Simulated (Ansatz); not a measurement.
# CH6BNSi: up Jacob's ladder to CCSD(T)

The task here is to estimate one member of a computed series from the others.

Computed with Ansatz 0.2.0, Gaussian basis. Level: functionals in def2-TZVPP, the program's frozen cores in correlated methods.

Levels to be run: LDA (SPW92), PBE-D4, revPBE-D4, BLYP-D4, r2SCAN-D4, B97M-V, PBE0-D4, B3LYP-D4, r2SCANh-D4, r2SCAN0-D4, HSE06-D4, BHLYP-D4, CAM-B3LYP-D4, LC-ωPBE, ωB97X-V, ωB97M-V, B2PLYP, PBE-QIDH; CCSD(T)/def2-SVP; CCSD(T)/def2-TZVPP; MP2/def2-QZVPP; extrapolation to the limit; RPA on PBE.

**Structure used throughout**

All runs share one geometry, relaxed beforehand with PBE0-D4 in a triple-zeta def2 set.

SMILES `NB1C[SiH2]1`, 10 atoms, charge 0, spin multiplicity 1.

Atoms are counted from 1 here; the program's logs count them from 0.

Bond lengths: N1–B2 1.375 Å, N1–H5 1.006 Å, N1–H6 1.008 Å, B2–C3 1.561 Å, B2–Si4 1.945 Å, C3–Si4 1.905 Å, C3–H7 1.090 Å, C3–H8 1.090 Å, Si4–H9 1.484 Å, Si4–H10 1.484 Å. Angles: B2–N1–H5 123.0°, B2–N1–H6 123.0°, H5–N1–H6 114.1°, N1–B2–C3 139.1°, N1–B2–Si4 156.1°, C3–B2–Si4 64.8°, B2–C3–Si4 67.4°, B2–C3–H7 118.6°, B2–C3–H8 118.2°, Si4–C3–H7 118.0°, Si4–C3–H8 117.3°, H7–C3–H8 111.2°, B2–Si4–C3 47.8°, B2–Si4–H9 123.1°, B2–Si4–H10 123.3°, C3–Si4–H9 116.4°, C3–Si4–H10 116.3°, H9–Si4–H10 112.3°.

Set-up of the first run:

Input file in.yaml:

```yaml
crystal:
  periodic: [false, false, false]
  atoms:
    - {symbol: N, position_ang: [-1.521884, 0.446515, -1.056729]}
    - {symbol: B, position_ang: [-0.407216, 0.188571, -0.293785]}
    - {symbol: C, position_ang: [0.369171, -1.035232, 0.285615]}
    - {symbol: Si, position_ang: [1.165292, 0.628333, 0.762317]}
    - {symbol: H, position_ang: [-1.817649, 1.377577, -1.296058]}
    - {symbol: H, position_ang: [-2.114783, -0.280890, -1.425631]}
    - {symbol: H, position_ang: [-0.099469, -1.623728, 1.074504]}
    - {symbol: H, position_ang: [0.918473, -1.672131, -0.408293]}
    - {symbol: H, position_ang: [1.098517, 1.003819, 2.196088]}
    - {symbol: H, position_ang: [2.492747, 0.916065, 0.165070]}
basis:
  gaussian: {orbitals: def2-TZVPP}
hamiltonian: {xc: lda}
output: {orbitals: {seedname: orbitals}}
```

Launch:

```bash
$ ansatz run in.yaml --threads 2 --pin off --events-out ev --progress --plain --max-ram 4352MiB
```

Among the steps run: LDA; PBE-D4 (GGA); revPBE-D4 (GGA); BLYP-D4 (GGA); r2SCAN-D4 (meta-GGA); B97M-V (meta-GGA); B3LYP-D4 (hybrid); r2SCANh-D4 (hybrid); r2SCAN0-D4 (hybrid); HSE06-D4 (hybrid); BHLYP-D4 (hybrid); CAM-B3LYP-D4 (range-separated); LC-ωPBE (range-separated); ωB97X-V (range-separated); ωB97M-V (range-separated); B2PLYP (double hybrid); PBE-QIDH (double hybrid).

One of the session's tables, all rows but one given; the rest of the session is left out.

```
  functional  HOMO (eV)  gap (eV)
 LDA (SPW92)      -5.25      3.61
      PBE-D4      -5.15      3.69
   revPBE-D4      -5.10      3.73
     BLYP-D4      -5.02      3.76
   r2SCAN-D4      -5.33      4.14
      B97M-V      -5.38      4.17
     PBE0-D4      -6.22      5.71
    B3LYP-D4      -6.03      5.37
  r2SCANh-D4      -5.73      4.87
  r2SCAN0-D4      -6.34      5.97
    HSE06-D4      -5.82      4.93
    BHLYP-D4          ?         ?
CAM-B3LYP-D4      -7.51      8.21
     LC-ωPBE      -8.81     10.62
     ωB97X-V      -8.49     10.21
     ωB97M-V      -8.31      9.84
```

Q: Estimate the row for BHLYP-D4 from the others.

Worked estimate for «HOMO (eV)». Against the share of exact exchange, BLYP-D4 (0, -5.02), B3LYP-D4 (0.2, -6.03) give a slope of -5.05 per unit share; at 0.5 the line stands at -7.54.

The run gave: HOMO (eV): -7.19; gap (eV): 7.80. In «HOMO (eV)» the line misses by -0.35.
